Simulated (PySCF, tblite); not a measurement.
**C3H5F2Ga: geometry, infrared bands, NMR shifts and spin-spin couplings**

Aim: predict the infrared bands, NMR shifts and spin-spin couplings of C3H5F2Ga (`C/C(F)=[CH]\[GaH][F]`).

The runs use tblite 0.8.0 and PySCF 2.14.0, with density-fitted response routines of our own; the level of theory stands in each step. All values are computed, except where a source is named. Atoms are numbered from 0 throughout.

## Step 1: The molecule as given

11 atoms, charge 0, multiplicity 1; geometry from: force field or distance geometry start.

Bonds of the start (Å): C0–C1 1.51, C1–F2 1.36, C1–C3 1.33, C3–Ga4 2.10, Ga4–F5 1.85, C0–H6 1.10, C0–H7 1.10, C0–H8 1.08, C3–H9 1.09, Ga4–H10 1.49.

## Step 2: Geometry optimisation with GFN2-xTB

What the job is given:

```
{"job": {"kind": "relax", "xc": "GFN2-xTB", "basis": "xTB"}, "charge": 0, "multiplicity": 1}
C     -1.203400    -0.913000     0.151100
C     -1.013600     0.539000    -0.212800
F     -2.097700     1.285800    -0.548400
C      0.195600     1.095200    -0.194800
Ga     1.841300    -0.083900     0.354000
F      2.744500    -0.782600    -1.106300
H     -0.260800    -1.421700     0.403500
H     -1.841700    -0.903600     1.041300
H     -1.632400    -1.434600    -0.695200
H      0.358600     2.146400    -0.439900
H      2.915100     0.475700     1.221600
```

On the command line:

```bash
OMP_NUM_THREADS=1 python probes_run.py task.json out
```

One launch serves the whole session: the jobs run in the order shown.

**Question.** This job is followed by: GFN2-xTB harmonic vibrations, gas phase; GIAO PBE0/pcSseg-1 NMR shielding, non-relativistic, gas phase; B3LYP/pcJ-1 Ga:pcSseg-1 indirect spin-spin coupling, non-relativistic, gas phase. What will the session give for the following? strongest single infrared mode (GFN2-xTB); zero-point energy (GFN2-xTB); 13C shifts against TMS (PBE0/pcSseg-1); 1H shifts against TMS (PBE0/pcSseg-1, means over atoms taken as alike); 19F shifts against CFCl3 (PBE0/pcSseg-1); shieldings of Ga (PBE0/pcSseg-1); largest coupling of the table (B3LYP/pcSseg-1+pcJ-1).

**Answer**, as computed:

| quantity | value |
| --- | --- |
| strongest single infrared mode (GFN2-xTB) | 1672 cm⁻¹, 588 km/mol |
| zero-point energy (GFN2-xTB) | 41.9 kcal/mol |
| 13C shifts against TMS (PBE0/pcSseg-1) | 185.8, 107.9, 23.7 ppm |
| 1H shifts against TMS (PBE0/pcSseg-1, means over atoms taken as alike) | 5.86, 5.58, 2.43 ppm |
| 19F shifts against CFCl3 (PBE0/pcSseg-1) | -40.7, -135.2 ppm |
| shieldings of Ga (PBE0/pcSseg-1) | Ga4 1366.9 ppm |
| largest coupling of the table (B3LYP/pcSseg-1+pcJ-1) | 1J(C,F) C1–F2, -362.9 Hz |

What this shows: Over 84 steps the energy fell by 0.619 eV; of the close pairs, Ga4–F5 changed most, 1.854 to 1.752 Å. No mode is imaginary among the 27: a minimum at this level. The strongest single mode, at 1672 cm⁻¹, moves mainly H10. GFN2-xTB is a fitted tight-binding method: band positions and strengths are rough. Its intensities can rank the bands wrongly. At PBE0/pcSseg-1: Shielding is most anisotropic at Ga4 (span 483 ppm, paramagnetic term -1270 ppm). In the run at B3LYP/pcSseg-1+pcJ-1, the largest coupling of the table is C1–F2, -362.9 Hz, of which the Fermi-contact term gives -338.9 Hz. Couplings across rotatable bonds belong to this one conformer; where others are populated, the observed values are averages. Density functionals describe couplings to fluorine poorly, F–F couplings above all, so those rows are rough. Spin-orbit coupling is left out, which matters for shieldings and couplings at and beside the heavy atoms.
